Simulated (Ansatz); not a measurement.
# C2H3BFN: how energies converge with the basis set

The task here is to estimate one member of a computed series from the others.

The runs use Ansatz 0.2.0, Gaussian basis; one geometry, several basis sets.

The runs, in order: PBE0-D4/def2-SVP; ωB97M-V/def2-SVP; PBE0-D4/def2-QZVPP; ωB97M-V/def2-QZVPP; the functionals' def2-TZVPP values are taken from earlier runs.

1 further run of the same task is left out (it didn't finish).

## Structure used throughout

The geometry comes from an earlier relaxation with PBE0-D4 in a triple-zeta def2 set; it is a stationary point, not always the lowest conformer.

SMILES `FB1C=NC1`, 8 atoms, charge 0, spin multiplicity 1.

Atoms are counted from 1 here; the program's logs count them from 0.

Bond lengths: F1–B2 1.312 Å, B2–C3 1.553 Å, B2–C5 1.580 Å, C3–N4 1.291 Å, C3–H6 1.087 Å, N4–C5 1.510 Å, C5–H7 1.093 Å, C5–H8 1.090 Å. Angles: F1–B2–C3 135.6°, F1–B2–C5 135.3°, C3–B2–C5 86.1°, B2–C3–N4 90.7°, B2–C3–H6 145.8°, N4–C3–H6 122.6°, C3–N4–C5 99.2°, B2–C5–N4 82.2°, B2–C5–H7 120.5°, B2–C5–H8 118.9°, N4–C5–H7 113.0°, N4–C5–H8 110.1°, H7–C5–H8 109.0°.

As a file:

```
F     0.2132   -1.0073    1.9184
B    -0.0241   -0.3048    0.8362
C     0.3190    1.1285    0.3458
N     0.3039    0.7286   -0.8812
C    -0.3017   -0.6406   -0.6823
H     0.6565    2.1209    0.6339
H     0.2571   -1.4327   -1.1862
H    -1.3316   -0.6497   -1.0403
```

The first run:

File in.yaml:

```yaml
crystal:
  periodic: [false, false, false]
  atoms:
    - {symbol: F, position_ang: [0.213159, -1.007260, 1.918416]}
    - {symbol: B, position_ang: [-0.024142, -0.304825, 0.836167]}
    - {symbol: C, position_ang: [0.319032, 1.128458, 0.345830]}
    - {symbol: N, position_ang: [0.303903, 0.728579, -0.881174]}
    - {symbol: C, position_ang: [-0.301671, -0.640555, -0.682292]}
    - {symbol: H, position_ang: [0.656468, 2.120930, 0.633910]}
    - {symbol: H, position_ang: [0.257089, -1.432686, -1.186244]}
    - {symbol: H, position_ang: [-1.331639, -0.649742, -1.040312]}
basis:
  gaussian: {orbitals: def2-SVP}
hamiltonian: {xc: pbe0, dispersion: d4}
output: {orbitals: {seedname: orbitals}}
```

Among the steps run: PBE0-D4 in def2-SVP; ωB97M-V in def2-SVP; PBE0-D4 in def2-QZVPP; ωB97M-V in def2-QZVPP.

One table of the session follows, with a row left open; its other results are not shown here.

It belongs to the step «Density functionals: the series». 

```
functional       basis  HOMO (eV)
   PBE0-D4    def2-SVP          ?
   PBE0-D4  def2-TZVPP      -7.64
   PBE0-D4  def2-QZVPP      -7.67
   ωB97M-V    def2-SVP      -9.80
   ωB97M-V  def2-TZVPP      -9.98
   ωB97M-V  def2-QZVPP     -10.01
```

**Question.** Estimate the row for PBE0-D4, def2-SVP.

**Answer.** HOMO (eV): -7.49. In the column «HOMO (eV)» it is the highest.
